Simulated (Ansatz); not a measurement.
**C3H9BO: a ladder of functionals and wavefunction methods**

The task here is to estimate one member of a computed series from the others.

Computed with Ansatz 0.2.0, Gaussian basis. Level: functionals in def2-TZVPP, the program's frozen cores in correlated methods.

Plan: PBE-D4, r2SCAN-D4, PBE0-D4, B3LYP-D4, ωB97X-V, ωB97M-V, B2PLYP; CCSD(T)/def2-TZVPP; MP2/def2-QZVPP; extrapolation to the limit.

### The relaxed structure

The geometry comes from an earlier relaxation with PBE0-D4 in a triple-zeta def2 set; it is a stationary point, not always the lowest conformer.

SMILES `BOCCC`, 14 atoms, charge 0, spin multiplicity 1.

Atoms are counted from 1 here; the program's logs count them from 0.

Bond lengths: B1–O2 1.338 Å, B1–H6 1.197 Å, B1–H7 1.204 Å, O2–C3 1.420 Å, C3–C4 1.512 Å, C3–H8 1.097 Å, C3–H9 1.095 Å, C4–C5 1.519 Å, C4–H10 1.094 Å, C4–H11 1.095 Å, C5–H12 1.093 Å, C5–H13 1.091 Å, C5–H14 1.093 Å. Angles: O2–B1–H6 117.0°, O2–B1–H7 120.2°, H6–B1–H7 122.7°, B1–O2–C3 122.2°, O2–C3–C4 110.7°, O2–C3–H8 109.8°, O2–C3–H9 107.2°, C4–C3–H8 110.8°, C4–C3–H9 110.2°, H8–C3–H9 108.2°, C3–C4–C5 111.8°, C3–C4–H10 108.7°, C3–C4–H11 108.8°, C5–C4–H10 110.5°, C5–C4–H11 110.3°, H10–C4–H11 106.7°, C4–C5–H12 111.4°, C4–C5–H13 111.1° and more.

Set-up of the first run:

Contents of in.yaml:

```yaml
crystal:
  periodic: [false, false, false]
  atoms:
    - {symbol: B, position_ang: [-1.303149, 2.209277, 0.659477]}
    - {symbol: O, position_ang: [-0.360439, 1.332537, 1.025748]}
    - {symbol: C, position_ang: [-0.357294, -0.011370, 0.568706]}
    - {symbol: C, position_ang: [0.832412, -0.266702, -0.328553]}
    - {symbol: C, position_ang: [0.904591, -1.718586, -0.768196]}
    - {symbol: H, position_ang: [-1.205522, 3.323206, 1.086290]}
    - {symbol: H, position_ang: [-2.199336, 1.866844, -0.068051]}
    - {symbol: H, position_ang: [-1.294633, -0.225804, 0.041596]}
    - {symbol: H, position_ang: [-0.308384, -0.653809, 1.453601]}
    - {symbol: H, position_ang: [1.742818, 0.016492, 0.208013]}
    - {symbol: H, position_ang: [0.764009, 0.391438, -1.200898]}
    - {symbol: H, position_ang: [0.008771, -2.012415, -1.322098]}
    - {symbol: H, position_ang: [1.765072, -1.890830, -1.417006]}
    - {symbol: H, position_ang: [0.997984, -2.389479, 0.090168]}
basis:
  gaussian: {orbitals: def2-TZVPP}
hamiltonian: {xc: pbe, dispersion: d4}
output: {forces: true, orbitals: {seedname: orbitals}}
```

Run with:

```bash
$ ansatz run in.yaml --threads 4 --pin off --events-out ev --progress --plain --max-ram 10444MiB
```

Steps of the session up to this table: PBE-D4 (GGA); r2SCAN-D4 (meta-GGA); PBE0-D4 (hybrid); B3LYP-D4 (hybrid); ωB97X-V (range-separated); ωB97M-V (range-separated); B2PLYP (double hybrid); CCSD(T) in def2-TZVPP; MP2 in def2-QZVPP.

One table of the session follows, with a row left open; its other results are not shown here.

| method | atoms, summed (eV) | atomisation energy (eV) |
| --- | --- | --- |
| PBE-D4 | -5918.591 | 57.794 |
| r2SCAN-D4 | -5923.741 | 57.012 |
| PBE0-D4 | -5920.172 | 57.058 |
| B3LYP-D4 | -5928.219 | 56.963 |
| ωB97X-V | ? | ? |
| ωB97M-V | -5924.271 | 57.028 |
| B2PLYP | -5922.721 | 56.421 |
| HF/def2-TZVPP | -5902.794 | 43.142 |
| MP2/def2-TZVPP | -5913.230 | 56.261 |
| CCSD/def2-TZVPP | -5915.913 | 54.938 |
| CCSD(T)/def2-TZVPP | -5916.192 | 55.591 |
| MP2/CBS | -5915.146 | 57.443 |
| CCSD(T)/CBS | -5918.108 | 56.773 |

Estimate the missing values for ωB97X-V.

**Answer.** atoms, summed (eV): -5925.726; atomisation energy (eV): 56.910. In the column «atoms, summed (eV)» it lies between B3LYP-D4 (-5928.219) and ωB97M-V (-5924.271).
